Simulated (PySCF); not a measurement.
# F3H3NTm (Tm(F)3(NH3)): the cost of one run

Program: PySCF 2.14.0. Level of theory: PBE0, Tm lcecp-1-SVP with ECP58, F def2-SVP, N def2-SVP, H def2-SVP; scalar-relativistic core potentials, no spin–orbit coupling. These are calculated values, not measurements.

1 further run of the same task is left out (for a known fault of the program).

### 1 The system as given

8 atoms, charge 0, spin multiplicity 1.

Bond lengths: Tm1–F2 2.055 Å, Tm1–F3 2.055 Å, Tm1–F4 2.055 Å, Tm1–N5 2.470 Å, N5–H6 1.020 Å, N5–H7 1.020 Å, N5–H8 1.020 Å. Angles: F2–Tm1–F3 109.5°, F2–Tm1–F4 109.5°, F2–Tm1–N5 109.5°, F3–Tm1–F4 109.5°, F3–Tm1–N5 109.5°, F4–Tm1–N5 109.5°, Tm1–N5–H6 113.0°, Tm1–N5–H7 113.0°, Tm1–N5–H8 113.0°, H6–N5–H7 105.8°, H6–N5–H8 105.8°, H7–N5–H8 105.8°.

Coordinates:

```xyz
8

Tm    0.0000    0.0000    0.0000
F     1.1867    1.1867    1.1867
F    -1.1867   -1.1867    1.1867
F     1.1867   -1.1867   -1.1867
N    -1.4261    1.4261   -1.4261
H    -2.0392    2.0392   -0.8890
H    -0.8890    2.0392   -2.0392
H    -2.0392    0.8890   -2.0392
```

Formal oxidation states: Tm +3. Each metal's 12 4f electrons lie in its core potential, so multiplicities, spins and levels count the valence alone.

### 2 SCF at the start, singlet

File run.py (the lines that set the calculation):

```python
mol = gto.M(atom='''
Tm     0.00000     0.00000     0.00000
F      1.18670     1.18670     1.18670
F     -1.18670    -1.18670     1.18670
F      1.18670    -1.18670    -1.18670
N     -1.42610     1.42610    -1.42610
H     -2.03920     2.03920    -0.88900
H     -0.88900     2.03920    -2.03920
H     -2.03920     0.88900    -2.03920''',
    basis={'Tm': 'lcecp-1-SVP', 'F': 'def2-SVP', 'N': 'def2-SVP', 'H': 'def2-SVP'},
    ecp={'Tm': 'lcecp-1-SVP'},
    charge=0, spin=0)
mf = dft.RKS(mol, xc='PBE0')
mf.grids.atom_grid = (50, 194)  # f atoms: unpruned, at least (60, 302)
mf = mf.density_fit()  # fitting sets: Tm AutoAux, F def2-universal-JKFIT, N def2-universal-JKFIT, H def2-universal-JKFIT
mf.conv_tol = 1e-08; mf.max_cycle = 55
mf.kernel(dm0)  # dm0: free metal ions and neutral atoms
```

Command:

```console
$ OMP_NUM_THREADS=2 python run.py
```

**Question.** How long does this run take on 2 threads of Arm Neoverse V1, shared host, and how much memory does it need?

About 3.3 s, with a peak of 0.6 GiB.
